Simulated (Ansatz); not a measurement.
# Ga2SeO6: what a guessed cell relaxes into, part 2 of 2

Aim: relax a trial structure of Ga2SeO6 and see where it ends.

Ansatz 0.2.0; DFT PBE, scalar-relativistic, plane waves, PAW.

**4. Rough relaxation on the coarse mesh**

Contents of input.yaml:

```yaml
crystal:
  lattice:
    - [0.0, 3.95707753, 3.95707753]
    - [3.95707753, 0.0, 3.95707753]
    - [3.95707753, 3.95707753, 0.0]
  atoms:
    - { symbol: Ga, position: [0.75, 0.75, 0.75] }
    - { symbol: Ga, position: [0.25, 0.25, 0.25] }
    - { symbol: Se, position: [0.5, 0.5, 0.5] }
    - { symbol: O, position: [0.0, 0.0, 0.5], spin: 1.0 }
    - { symbol: O, position: [0.5, 0.5, 0.0], spin: 1.0 }
    - { symbol: O, position: [0.0, 0.5, 0.0], spin: 1.0 }
    - { symbol: O, position: [0.5, 0.0, 0.0], spin: 1.0 }
    - { symbol: O, position: [0.5, 0.0, 0.5], spin: 1.0 }
    - { symbol: O, position: [0.0, 0.5, 0.5], spin: 1.0 }
basis:
  ecutwfc: 420
kpoints:
  mp_grid: { grid: [4, 4, 4] }
hamiltonian:
  xc: pbe
scf:
  occupations: { method: gaussian, width: 0.1 }
  lower_state_search: "off"
output:
  forces: true
  stress: true
  eigenvalues: true
  populations: true
magnetization:
  spin_polarized: true
relax:
  adjacent_minimum: "off"
  f_tol: 0.04
  max_steps: 70
  cell: { stress_tol: 0.4 }
```

Launch:

```bash
$ ansatz run input.yaml --threads 1 --pin off --max-ram 2048MiB --backend cpu --events-out ev --progress --plain --runs-dir out
```

Log:

```text
Warning: RAYON_NUM_THREADS=1 ignored (pool sized by the plan → 1); use --threads N
Engine: ansatz 0.2.0, aarch64-unknown-linux-gnu
Pseudopotentials: kind: paw
Pseudopotential: Ga, paw, valence charge 13, recommended cutoff 420 eV (normal), Ga.paw.azcp
Pseudopotential: Se, paw, valence charge 16, recommended cutoff 420 eV (normal), Se.paw.azcp
Pseudopotential: O, paw, valence charge 6, recommended cutoff 420 eV (normal), O.paw.azcp
Functional definition: PBE
  parameter kappa = 0.804
  parameter beta = 0.06672455060314922
  exchange = pbe_x(kappa = kappa, mu = beta*pi^2/3)
  correlation = pbe_c(beta = beta)
Crystal: 9 atoms, lattice volume = 123.924 Å³
Basis set: ecut = 420 eV, 2421 PW (Γ), exchange–correlation on 80×80×80 points (8 copies of the dense FFT grid, shifted against one another)
Bands: 51, of which v1, the nominal top of the filled ones, is band 39 counted from 1 (38 counted from 0)
Symmetry: 48 space group operations
Space group: Fm-3m (ITA 225), of the structure as read, at distance tolerance 5.0e-5 Å
Magnetic group: BNS 225.116 (UNI 1618), of the structure as read, at distance tolerance 5.0e-5 Å
k-points: 8 of 64
Non-local potential: Ga, projectors of the file, l = 0: 2, l = 1: 2, l = 2: 3, l = 3: 1
Non-local potential: Se, projectors of the file, l = 0: 2, l = 1: 2, l = 2: 3, l = 3: 1
Non-local potential: O, projectors of the file, l = 0: 2, l = 1: 2, l = 2: 1
PAW form: soft (Blöchl's): semilocal exchange-correlation on the pseudo side does not see the compensation charge
PAW one-centre angular grid: Ga, 590 points (default); XC on 64 Gauss nodes
PAW one-centre angular grid: Se, 590 points (default); XC on 64 Gauss nodes
PAW one-centre angular grid: O, 110 points (default); XC on 64 Gauss nodes
Initial density: superposition of atomic densities (chi_scale 0.1, normalization cell, long waves kept (reshape's long-wave potential 0.05 eV rms))
Starting moments: Σ|m| = 6 μB on 6 of 9 sites
Initial wavefunctions: pseudopotential atomic-orbital guess
Functional: x = pbe(κ = 0.804, μ = 0.2195149727645171), c = pbe(β = 0.06672455060314922)
SCF iter   1: F=—  HF=-16430.268386 eV  |F-HF|=—  |Δ(HF+E_count)|=         —  Δρ=7.26e-2 (↑5.44e-2 ↓7.26e-2)  dr2=1.87e1  dr2_m=1.52e0  M=2.000 μB ∫|m|=3.063 μB  β_m=0.30  ethr=3.10e-3  ⟨swp⟩=6.1  Hψ=3079  notcnv=0  defer=14
preconditioner: auto → Kerker (q_TF=auto, 2.526 Å⁻¹)  [metal: Δε(μ)=0.046 eV  Ē_g=16.679 eV  σ=0.100 eV  W_gap=0.25  n_scr=26 (ndim 8)  ℏωp=27.5 eV  f_vac=0.109  D(μ)=4.90/eV (n_scr^D=50)]
spin=Collinear: Kerker preconditioning applied to the charge; magnetization (m = ρ↑ − ρ↓) channel mixes plain (no charge-response kernel on spin).
SCF iter   2: F=—  HF=-16427.986708 eV  |F-HF|=—  |Δ(HF+E_count)|=    2.28e0  Δρ=4.01e-2 (↑3.99e-2 ↓4.01e-2)  dr2=5.61e0  dr2_m=6.50e-1  M=2.224 μB ∫|m|=3.335 μB  β_m=0.30  ethr=3.10e-3  ⟨swp⟩=2.0  Hψ=1479  notcnv=0  defer=105
SCF iter   3: F=—  HF=-16426.999754 eV  |F-HF|=—  |Δ(HF+E_count)|=   9.87e-1  Δρ=2.27e-2 (↑2.27e-2 ↓1.95e-2)  dr2=8.94e-1  dr2_m=1.88e-1  M=3.059 μB ∫|m|=3.684 μB  β_m=0.30  ethr=3.10e-3  ⟨swp⟩=2.0  Hψ=1215  notcnv=0  defer=105
SCF iter   4: F=—  HF=-16426.784125 eV  |F-HF|=—  |Δ(HF+E_count)|=   2.16e-1  Δρ=2.16e-2 (↑1.11e-2 ↓2.16e-2)  dr2=1.29e0  dr2_m=1.82e-1  M=2.582 μB ∫|m|=3.370 μB  β_m=0.30  ethr=1.15e-3  ⟨swp⟩=2.5  Hψ=1690  notcnv=0  defer=92
SCF iter   5: F=—  HF=-16426.651719 eV  |F-HF|=—  |Δ(HF+E_count)|=   1.32e-1  Δρ=1.23e-2 (↑7.95e-3 ↓1.23e-2)  dr2=1.72e-1  dr2_m=7.84e-2  M=3.052 μB ∫|m|=3.655 μB  β_m=1.00  ethr=1.15e-3  ⟨swp⟩=2.9  Hψ=1160  notcnv=0  defer=92
SCF iter   6: F=—  HF=-16426.688970 eV  |F-HF|=—  |Δ(HF+E_count)|=   3.73e-2  Δρ=3.45e-3 (↑2.93e-3 ↓3.45e-3)  dr2=1.45e-2  dr2_m=8.50e-3  M=2.974 μB ∫|m|=3.513 μB  β_m=0.30  ethr=2.21e-4  ⟨swp⟩=2.1  Hψ=1488  notcnv=0  defer=90
SCF iter   7: F=—  HF=-16426.690972 eV  |F-HF|=—  |Δ(HF+E_count)|=   2.00e-3  Δρ=2.90e-3 (↑2.55e-3 ↓2.90e-3)  dr2=7.54e-3  dr2_m=6.65e-3  M=2.969 μB ∫|m|=3.469 μB  β_m=0.30  ethr=1.86e-5  ⟨swp⟩=2.0  Hψ=942  notcnv=0  defer=90
Mixer restart at iter 7: flushing history
spin-set hold released at iteration 7 (site moments contracting): the magnetisation degrees of freedom join the quasi-Newton model from the next iteration; the mixer history was flushed
SCF iter   8: F=—  HF=-16426.696708 eV  |F-HF|=—  |Δ(HF+E_count)|=   5.74e-3  Δρ=2.83e-3 (↑2.02e-3 ↓2.83e-3)  dr2=6.58e-3  dr2_m=5.48e-3  M=2.968 μB ∫|m|=3.443 μB  β_m=0.62  ethr=9.67e-6  ⟨swp⟩=1.9  Hψ=944  notcnv=0  defer=90
SCF iter   9: F=—  HF=-16426.707956 eV  |F-HF|=—  |Δ(HF+E_count)|=   1.12e-2  Δρ=1.44e-3 (↑1.09e-3 ↓1.44e-3)  dr2=4.94e-3  dr2_m=1.22e-3  M=2.968 μB ∫|m|=3.352 μB  β_m=0.70  ethr=8.44e-6  ⟨swp⟩=2.0  Hψ=1245  notcnv=0  defer=90
SCF iter  10: F=—  HF=-16426.708500 eV  |F-HF|=—  |Δ(HF+E_count)|=   5.43e-4  Δρ=8.99e-4 (↑3.47e-4 ↓8.99e-4)  dr2=2.11e-3  dr2_m=2.43e-4  M=2.965 μB ∫|m|=3.274 μB  β_m=0.75  ethr=6.33e-6  ⟨swp⟩=2.0  Hψ=1206  notcnv=0  defer=90
SCF iter  11: F=—  HF=-16426.708770 eV  |F-HF|=—  |Δ(HF+E_count)|=   2.71e-4  Δρ=3.96e-4 (↑3.96e-4 ↓3.32e-4)  dr2=6.93e-4  dr2_m=6.17e-5  M=2.967 μB ∫|m|=3.258 μB  β_m=0.80  ethr=2.71e-6  ⟨swp⟩=2.3  Hψ=1232  notcnv=0  defer=90
SCF iter  12: F=—  HF=-16426.709013 eV  |F-HF|=—  |Δ(HF+E_count)|=   2.43e-4  Δρ=4.01e-4 (↑1.31e-4 ↓4.01e-4)  dr2=4.10e-4  dr2_m=4.90e-5  M=2.967 μB ∫|m|=3.237 μB  β_m=0.90  ethr=8.89e-7  ⟨swp⟩=2.0  Hψ=990  notcnv=0  defer=90
SCF iter  13: F=—  HF=-16426.709202 eV  |F-HF|=—  |Δ(HF+E_count)|=   1.89e-4  Δρ=1.58e-4 (↑7.41e-5 ↓1.58e-4)  dr2=9.83e-5  dr2_m=6.07e-6  M=2.968 μB ∫|m|=3.229 μB  β_m=0.81  ethr=5.26e-7  ⟨swp⟩=2.1  Hψ=1210  notcnv=0  defer=90
SCF iter  14: F=—  HF=-16426.709299 eV  |F-HF|=—  |Δ(HF+E_count)|=   9.73e-5  Δρ=4.26e-5 (↑3.09e-5 ↓4.26e-5)  dr2=1.43e-5  dr2_m=4.41e-7  M=2.968 μB ∫|m|=3.222 μB  β_m=0.89  ethr=1.26e-7  ⟨swp⟩=2.1  Hψ=1308  notcnv=0  defer=90
SCF iter  15: F=—  HF=-16426.709317 eV  |F-HF|=—  |Δ(HF+E_count)|=   1.75e-5  Δρ=2.92e-5 (↑1.44e-5 ↓2.92e-5)  dr2=2.97e-6  dr2_m=3.64e-7  M=2.968 μB ∫|m|=3.221 μB  β_m=0.94  ethr=1.84e-8  ⟨swp⟩=2.7  Hψ=1381  notcnv=0  defer=90
SCF iter  16: F=—  HF=-16426.709319 eV  |F-HF|=—  |Δ(HF+E_count)|=   2.66e-6  Δρ=1.03e-5 (↑2.93e-6 ↓1.03e-5)  dr2=3.17e-7  dr2_m=3.29e-8  M=2.968 μB ∫|m|=3.223 μB  β_m=0.97  ethr=3.80e-9  ⟨swp⟩=2.8  Hψ=1263  notcnv=0  defer=90
iter 17 did not close the SCF: its close was put off until two iterations running show no level that it waits for move by more than its bar (scf_convergence_deferred on its scf_iter line)
SCF iter  17: F=-16426.709319 eV  HF=-16426.709319 eV  |F-HF|=1.03e-9  |Δ(HF+E_count)|=   6.97e-9  Δρ=2.25e-6 (↑1.11e-6 ↓2.25e-6)  dr2=1.04e-8  dr2_m=2.14e-9  M=2.968 μB ∫|m|=3.223 μB  β_m=0.99  ethr=1.28e-10  ⟨swp⟩=13.2  Hψ=3504  notcnv=0
iter 18 did not close the SCF: its close was put off until two iterations running show no level that it waits for move by more than its bar (scf_convergence_deferred on its scf_iter line)
SCF iter  18: F=-16426.709319 eV  HF=-16426.709319 eV  |F-HF|=2.44e-9  |Δ(HF+E_count)|=   5.07e-9  Δρ=1.54e-6 (↑4.80e-7 ↓1.54e-6)  dr2=4.60e-9  dr2_m=6.39e-10  M=2.968 μB ∫|m|=3.223 μB  β_m=0.99  ethr=1.33e-11  ⟨swp⟩=1.9  Hψ=2205  notcnv=0
SCF iter  19: F=-16426.709319 eV  HF=-16426.709319 eV  |F-HF|=1.32e-9  |Δ(HF+E_count)|=   1.63e-9  Δρ=6.11e-7 (↑4.13e-7 ↓6.11e-7)  dr2=1.35e-9  dr2_m=8.25e-11  M=2.968 μB ∫|m|=3.223 μB  ethr=5.90e-12  ⟨swp⟩=2.4  Hψ=2313  notcnv=0
SCF 1 converged in 19 iterations: F = -16426.709319 eV  dr2 = 1.35e-9
relax step   1: F+E_penalty+E_count = -16426.70931934 eV  Δ(F+E_penalty+E_count) = +0.000e0 eV  max|allowed force component| = 2.281e-18 eV/Å  Δτ_max = 0.0000 Å  P = -8.628 GPa  Ω = 123.924 Å³  (19 SCF iters, dr2 threshold 1.00e-7 eV, accepted)
[... from here on, the SCF cycles and remarks between the steps are left out ...]
relax step   2: F+E_penalty+E_count = -16426.97089986 eV  Δ(F+E_penalty+E_count) = -2.616e-1 eV  max|allowed force component| = 1.230e-17 eV/Å  Δτ_max = 0.0000 Å  P = -3.455 GPa  Ω = 117.772 Å³  energy of the carried Pulay correction = +2.500e-2 eV  (11 SCF iters, dr2 threshold 9.00e-7 eV, accepted)
relax step   3: F+E_penalty+E_count = -16427.02315660 eV  Δ(F+E_penalty+E_count) = -5.226e-2 eV  max|allowed force component| = 1.404e-17 eV/Å  Δτ_max = 0.0000 Å  P = +0.475 GPa  Ω = 113.993 Å³  energy of the carried Pulay correction = +4.100e-2 eV  (9 SCF iters, dr2 threshold 9.00e-7 eV, accepted)
relax step   4: F+E_penalty+E_count = -16427.02195571 eV  Δ(F+E_penalty+E_count) = +1.201e-3 eV  max|allowed force component| = 9.123e-18 eV/Å  Δτ_max = 0.0000 Å  P = +0.002 GPa  Ω = 114.421 Å³  energy of the carried Pulay correction = +3.916e-2 eV  (6 SCF iters, dr2 threshold 5.64e-7 eV, accepted)
relax step   5: F+E_penalty+E_count = -16426.99614494 eV  Δ(F+E_penalty+E_count) = +2.581e-2 eV  max|allowed force component| = 9.348e-18 eV/Å  Δτ_max = 0.0000 Å  P = -0.410 GPa  Ω = 114.421 Å³  stress off target by 4.10e-1 GPa  SCF on the basis re-selected at this cell (its energy is not comparable with the rows above)  (8 SCF iters)
relax step   6: F+E_penalty+E_count = -16426.99818587 eV  Δ(F+E_penalty+E_count) = -2.041e-3 eV  max|allowed force component| = 8.224e-18 eV/Å  Δτ_max = 0.0000 Å  P = +0.002 GPa  Ω = 114.049 Å³  energy of the carried Pulay correction = +1.567e-3 eV  (6 SCF iters, dr2 threshold 4.20e-7 eV, accepted)
relax step   7: F+E_penalty+E_count = -16426.99517493 eV  Δ(F+E_penalty+E_count) = +3.011e-3 eV  max|allowed force component| = 8.866e-18 eV/Å  Δτ_max = 0.0000 Å  P = -0.014 GPa  Ω = 114.049 Å³  stress off target by 1.45e-2 GPa  SCF on the basis re-selected at this cell (its energy is not comparable with the rows above)  (8 SCF iters)
basis re-selected at this cell: Δ(F+E_penalty+E_count) = +3.011e-3 eV, ΔP = -0.016 GPa vs the last step (what re-selecting the basis moved, of the pressure what is left beyond the Pulay correction that the steps carried, after the strain that the cell walked since its last selection, with what the two solves' SCF thresholds leave and, on support functions, any second-order correction that the steps lacked; it is no measure of the basis error at this ecutwfc). This SCF's stress stands 1.45e-2 GPa from its target on what of the cell is left free (relax.cell.stress_tol is 4.00e-1 GPa) and its largest allowed force component is 8.87e-18 eV/Å (relax.f_tol is 4.00e-2 eV/Å): within both
SCF converged after 8 iterations
an eigenvalue changed by more than its tolerance at an iteration that met the thresholds in force, so the SCF went on 2 times, its first undamped step at iteration 7: the last check found none over its tolerance
Magnetization: 2.9422 μB (40.4711 up, 37.5289 down)
Absolute magnetization: 3.0545 μB (∫|ρ↑−ρ↓|, with the PAW one-centre terms)
Spin contamination: 0.0269 ħ² per cell (⟨S²⟩ above its minimum at these occupations)
Per-site moments (μB) at R_I (Å): [(-0.003645876454726777, 0.7938680099463502), (-0.0036458764547267833, 0.7938680099463502), (0.020739567297328416, 1.1226989064002675), (0.430310716365296, 0.7938680099463502), (0.43031071636529583, 0.7938680099463502), (0.43031071636529566, 0.7938680099463502), (0.4303107163652957, 0.7938680099463502), (0.43031071636529633, 0.7938680099463504), (0.43031071636529566, 0.7938680099463502)]
Free energy (F): -16426.995175 eV
Harris-Foulkes:  -16426.995175 eV  (|F-HF|=5.44e-9)
Internal energy: -16426.960514 eV  (E = F + TS)
E sigma→0 (E₀):  -16426.977844 eV
Entropy (-TS):   -0.034661 eV (-3.851 meV/atom)
Fermi energy:    5.238101 eV
--- Per-component energies (eV) ---
  E_band       = -642.391604
  E_kinetic    = 1375.732537
  E_local      = -8860.726284  (includes V_loc(G=0)·N_el)
  E_nonlocal   = 571.161792
  E_hartree    = 3944.696784
  E_xc         = -669.165339
  E_vxc        = -759.002390  (∫ρ·V_xc dr)
  E_paw        = -6860.356099  (= ΣΔE_a)
  E_vpaw       = -858.964705  (= ΣTr[D̂ρ^β])
  E_aug_tail   = 0.013875  (compensation charges beyond the density's cutoff)
  E_ewald      = -5928.317780
  E_smearing   = -0.034661  (= −TS)
  E_closure    = 0.000000  (closes the sum)
  Σ components = -16426.995175   (vs F -16426.995175, Δ=0.00e0)
--- Forces (eV/Å), atoms counted from 1 ---
  atom   1  Ga     0.00000000     0.00000000     0.00000000
  atom   2  Ga    -0.00000000    -0.00000000    -0.00000000
  atom   3  Se     0.00000000    -0.00000000     0.00000000
  atom   4  O      0.00000000    -0.00000000     0.00000000
  atom   5  O      0.00000000     0.00000000     0.00000000
  atom   6  O      0.00000000    -0.00000000     0.00000000
  atom   7  O      0.00000000    -0.00000000     0.00000000
  atom   8  O      0.00000000     0.00000000     0.00000000
  atom   9  O      0.00000000     0.00000000    -0.00000000
  max |Σ_I F_I| component: 3.47e-18 eV/Å
--- Stress (GPa, compression-positive) ---
       -0.014486       0.000000       0.000000
        0.000000      -0.014486       0.000000
        0.000000       0.000000      -0.014486
  P = ⅓ Tr σ = -0.0145 GPa (-0.145 kbar)
--- Band table (eV; the first three rows and the last of 16) ---
  k-point 0 ↑: bands = ["-44.2922", "-44.2922", "-44.2920", "-44.2920", "-44.2920", "-13.5477", "-11.8563", "-11.8563", "-11.8563", "-11.8498", "-11.8498", "-7.4165", "-7.4165", "-7.1360", "-7.0380", "-7.0380", "-7.0380", "-6.9257", "-6.9257", "-6.9257", "-6.0234", "-6.0234", "-2.9519", "-0.2117", "-0.2117", "-0.2117", "1.1820", "1.1820", "1.1820", "3.9276", "3.9276", "3.9276", "3.9460", "3.9460", "3.9460", "4.7433", "4.7433", "4.9123", "4.9123", "4.9123", "7.1175", "7.1175", "7.1175", "9.5147", "13.8879", "14.8293", "14.8293", "14.8293", "16.1051", "16.1051", "17.3817"]
[... 3 lines left out ...]
--- Relaxed structure (5 steps of the walk, 5 accepted, 2 SCFs on fresh bases) ---
  F+E_penalty+E_count = -16426.99517493 eV   max|allowed force component| = 8.866e-18 eV/Å   (the final SCF, on the basis selected at the relaxed cell)
  cell:  # Å, volume = 114.0494 Å³
    - [-5.471184316399568e-36, 3.849057017921699, 3.8490570179216985]
    - [3.8490570179216985, -1.1089424099094758e-33, 3.8490570179216985]
    - [3.8490570179216985, 3.849057017921699, 1.0986895945931109e-34]
  atoms:
    - { symbol: Ga, position: [0.75, 0.75, 0.75] }
    - { symbol: Ga, position: [0.25, 0.24999999999999994, 0.25] }
    - { symbol: Se, position: [0.5, 0.4999999999999999, 0.5] }
    - { symbol: O, position: [2.7755575615628914e-17, -2.7755575615628914e-17, 0.5] }
    - { symbol: O, position: [0.5, 0.4999999999999999, 5.551115123125783e-17] }
    - { symbol: O, position: [0.0, 0.49999999999999994, 0.0] }
    - { symbol: O, position: [0.5, -2.7755575615628914e-17, 2.7755575615628914e-17] }
    - { symbol: O, position: [0.5, -2.7755575615628914e-17, 0.5] }
    - { symbol: O, position: [2.7755575615628914e-17, 0.4999999999999999, 0.5] }
--- Löwdin populations: 9 sites ---
  site symbol       q [e]    m [muB]
     0     Ga     12.0341    -0.0471
     1     Ga     12.0341    -0.0471
     2     Se     14.9642     0.0139
     3      O      6.4515     0.5073
     4      O      6.4515     0.5073
     5      O      6.4515     0.5073
     6      O      6.4515     0.5073
     7      O      6.4515     0.5073
     8      O      6.4515     0.5073
  spilling = 0.003316 (of n_electrons = 78.000000)
```

It took 1.9 min on 1 thread of Arm Neoverse N1, shared host; peak memory 0.47 GiB.

Step by step:

| step | E - E(step 1) (eV/cell) | largest force component (eV/Å) | pressure (GPa) | volume (Å³) |
| --- | --- | --- | --- | --- |
| 1 | 0.0000 | 0.0000 | -8.63 | 123.92 |
| 2 | -0.2616 | 0.0000 | -3.45 | 117.77 |
| 3 | -0.3138 | 0.0000 | 0.47 | 113.99 |
| 4 | -0.3126 | 0.0000 | 0.00 | 114.42 |
| 5 | -0.2868 | 0.0000 | -0.41 | 114.42 |
| 6 | -0.2889 | 0.0000 | 0.00 | 114.05 |
| 7 | -0.2859 | 0.0000 | -0.01 | 114.05 |

Step 1 is the start. Steps 5, 7 each repeat the geometry before them on a plane-wave basis chosen anew, so the energy can jump there without any move.

Lengths and angles in the start's conventional setting:

|  | before | after | change |
| --- | --- | --- | --- |
| a (Å) | 7.914 | 7.698 | -2.7 % |
| b (Å) | 7.914 | 7.698 | -2.7 % |
| c (Å) | 7.914 | 7.698 | -2.7 % |
| volume (Å³/atom) | 13.77 | 12.67 | -8.0 % |
| shortest distance (Å) | 1.979 | 1.925 | -2.7 % |
| space group (0.01 Å) | Fm-3m | Fm-3m | same |

The run keeps the 48 symmetry operations of the start, so it could not have lowered the symmetry.

Site by site:

```
atom  moment in the atom's sphere (μB)  Löwdin electrons
 Ga1                              0.00             12.03
 Ga2                              0.00             12.03
 Se3                              0.02             14.96
  O4                              0.43              6.45
  O5                              0.43              6.45
  O6                              0.43              6.45
  O7                              0.43              6.45
  O8                              0.43              6.45
  O9                              0.43              6.45
```

The Löwdin counts miss 0.26 of the 78 electrons, which the atomic orbitals do not span, so they are no charges.

**5. Relaxation on the finer mesh**

The end of the coarse run is made exact in the group found at a tolerance of 0.06 Å and reduced to its primitive cell.

Contents of input.yaml:

```yaml
crystal:
  lattice:
    - [0.0, 3.8490570179, 3.8490570179]
    - [3.8490570179, 0.0, 3.8490570179]
    - [3.8490570179, 3.8490570179, 0.0]
  atoms:
    - { symbol: Ga, position: [0.75, 0.75, 0.75] }
    - { symbol: Ga, position: [0.25, 0.25, 0.25] }
    - { symbol: Se, position: [0.5, 0.5, 0.5] }
    - { symbol: O, position: [0.0, 0.0, 0.5], spin: 0.47 }
    - { symbol: O, position: [0.5, 0.5, 0.0], spin: 0.47 }
    - { symbol: O, position: [0.0, 0.5, 0.0], spin: 0.47 }
    - { symbol: O, position: [0.5, 0.0, 0.0], spin: 0.47 }
    - { symbol: O, position: [0.5, 0.0, 0.5], spin: 0.47 }
    - { symbol: O, position: [0.0, 0.5, 0.5], spin: 0.47 }
basis:
  ecutwfc: 420
kpoints:
  mp_grid: { grid: [8, 8, 8] }
hamiltonian:
  xc: pbe
scf:
  occupations: { method: gaussian, width: 0.1 }
output:
  forces: true
  stress: true
  eigenvalues: true
  populations: true
magnetization:
  spin_polarized: true
relax:
  adjacent_minimum: "off"
  f_tol: 0.01
  max_steps: 80
  cell: { stress_tol: 0.05 }
```

Launch:

```bash
$ ansatz run input.yaml --threads 1 --pin off --max-ram 2048MiB --backend cpu --events-out ev --progress --plain --runs-dir out
```

Log, cut to the lines that bear on the results:

```text
Warning: RAYON_NUM_THREADS=1 ignored (pool sized by the plan → 1); use --threads N
[...]
Pseudopotentials: kind: paw
Pseudopotential: Ga, paw, valence charge 13, recommended cutoff 420 eV (normal), Ga.paw.azcp
Pseudopotential: Se, paw, valence charge 16, recommended cutoff 420 eV (normal), Se.paw.azcp
Pseudopotential: O, paw, valence charge 6, recommended cutoff 420 eV (normal), O.paw.azcp
Functional definition: PBE
[...]
Crystal: 9 atoms, lattice volume = 114.049 Å³
[...]
    - { symbol: O, position: [0.5, 0.0, 0.5] }
    - { symbol: O, position: [0.0, 0.5, 0.5] }
--- Löwdin populations: 9 sites ---
  site symbol       q [e]    m [muB]
     0     Ga     12.0347    -0.0473
     1     Ga     12.0347    -0.0473
     2     Se     14.9613    -0.0570
     3      O      6.4517     0.5032
     4      O      6.4517     0.5032
     5      O      6.4517     0.5032
     6      O      6.4517     0.5032
     7      O      6.4517     0.5032
     8      O      6.4517     0.5032
  spilling = 0.003322 (of n_electrons = 78.000000)
```

Run time: 2.4 min. Hardware: 1 thread of Arm Neoverse N1, shared host; peak memory 0.57 GiB.

The steps of the relaxation:

| step | E - E(step 1) (eV/cell) | largest force component (eV/Å) | pressure (GPa) | volume (Å³) |
| --- | --- | --- | --- | --- |
| 1 | 0.0000 | 0.0000 | 0.08 | 114.05 |
| 2 | 0.0002 | 0.0000 | 0.03 | 114.09 |
| 3 | 0.0001 | 0.0000 | 0.03 | 114.09 |

Step 1 is the start. Step 3 repeats the geometry before it on a plane-wave basis chosen anew for that cell, so its energy need not be comparable with the rows above.

Lengths and angles in the start's conventional setting:

|  | before | after | change |
| --- | --- | --- | --- |
| a (Å) | 7.698 | 7.699 | 0.0 % |
| b (Å) | 7.698 | 7.699 | 0.0 % |
| c (Å) | 7.698 | 7.699 | 0.0 % |
| volume (Å³/atom) | 12.67 | 12.68 | 0.0 % |
| shortest distance (Å) | 1.925 | 1.925 | 0.0 % |
| space group (0.01 Å) | Fm-3m | Fm-3m | same |

The run keeps the 48 symmetry operations of the start, so it could not have lowered the symmetry.

By site:

| atom | moment in the atom's sphere (μB) | Löwdin electrons |
| --- | --- | --- |
| Ga1 | 0.00 | 12.03 |
| Ga2 | 0.00 | 12.03 |
| Se3 | -0.03 | 14.96 |
| O4 | 0.43 | 6.45 |
| O5 | 0.43 | 6.45 |
| O6 | 0.43 | 6.45 |
| O7 | 0.43 | 6.45 |
| O8 | 0.43 | 6.45 |
| O9 | 0.43 | 6.45 |

The Löwdin counts miss 0.26 of the 78 electrons, which the atomic orbitals do not span, so they are no charges.

**6. Outcome**

What follows sums up all 2 parts. Changes of volume or cell count from the first structure of part 1.

| quantity | value |
| --- | --- |
| symmetry at the end (tolerance 0.05 Å) | space group Fm-3m (No. 225) |
| conventional cell | a = 7.699 Å, b = 7.699 Å, c = 7.699 Å, α = 90.00°, β = 90.00°, γ = 90.00° |
| volume | 12.68 Å³/atom |
| energy over the elements (uncorrected; H, N, O, F and Cl as molecules) | -0.22 eV/atom |
| gap on the mesh | none (metal) |
| total moment | 2.85 μB/cell |

The space group Fm-3m (No. 225) is kept, and the volume per atom shrinks by 7.9 % from the first guess. A negative formation energy is needed for stability but isn't enough; other structures and compounds were not set against it here. No finished test with a distortion of lower symmetry is shown, so the end may be a saddle point. Other magnetic orders were not searched.
